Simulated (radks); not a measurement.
**Pm²⁺ in [Xe] 4f5: an all-electron calculation**

Wanted: eigenvalues, radial structure and energy terms of the promethium ion Pm2+.

Program: radks (a radial shooting solver on a logarithmic mesh, Libxc functionals) version 1. Level of theory: scalar-relativistic Kohn-Sham, exchange-only LDA, spin-polarised, spherical densities, finite nucleus; open shells are filled with parallel spins first. These are calculated values, not measurements, unless marked.

## Step 1: Starting point

| Property | Result |
| --- | --- |
| element | promethium (Z = 61) |
| charge | +2 |
| electrons | 59 |
| configuration | [Xe] 4f5 |
| nuclear rms radius | 4.962 fm |

The outer shells:

Pm²⁺
```
[Xe] core
4f [↑ ][↑ ][↑ ][↑ ][↑ ][  ][  ]
```

## Step 2: The run

The run's settings:

```text
Z 61
configuration [Xe] 4f5 6s0 5d0 6p0 5f0
relativity scalar-relativistic
functional lda,
spin polarised
nucleus finite rms 4.962 fm
c 137.035999084
```

On the command line:

```console
$ python run_ks.py task.json out
```

All runs below come from this command, one after another.

Q: Predict the outcome of this run.

As calculated:

| quantity | value |
| --- | --- |
| total energy | -10006.5323 hartree |
| exchange-correlation share of it | 2.15 % |
| −T/E | 1.0667 |
| highest occupied level | 4f up, -15.113 eV |
| most extended occupied level | 5p down, <r> = 1.71 bohr |
| radius at density 0.001 e/bohr³ | 3.57 bohr |
| maxima of the radial density | 4 |
| ionisation energy, NIST | 22.4 (semi-emp.) eV |

What this shows: The radial density shows 4 maxima for 5 occupied principal shells; where shells overlap, one shows as a shoulder or not at all. −T/E is 1.067: with relativity the kinetic term as defined here no longer equals −E. Minus the highest eigenvalue, 15.113 eV, is 67 % of the tabulated ionisation energy (22.4 eV); the potential of a semilocal functional falls off too fast, so its top eigenvalue is too shallow. Open shells are spherical and high-spin; term and fine-structure splittings are not resolved. Spin-orbit splitting is averaged out at the scalar-relativistic level.
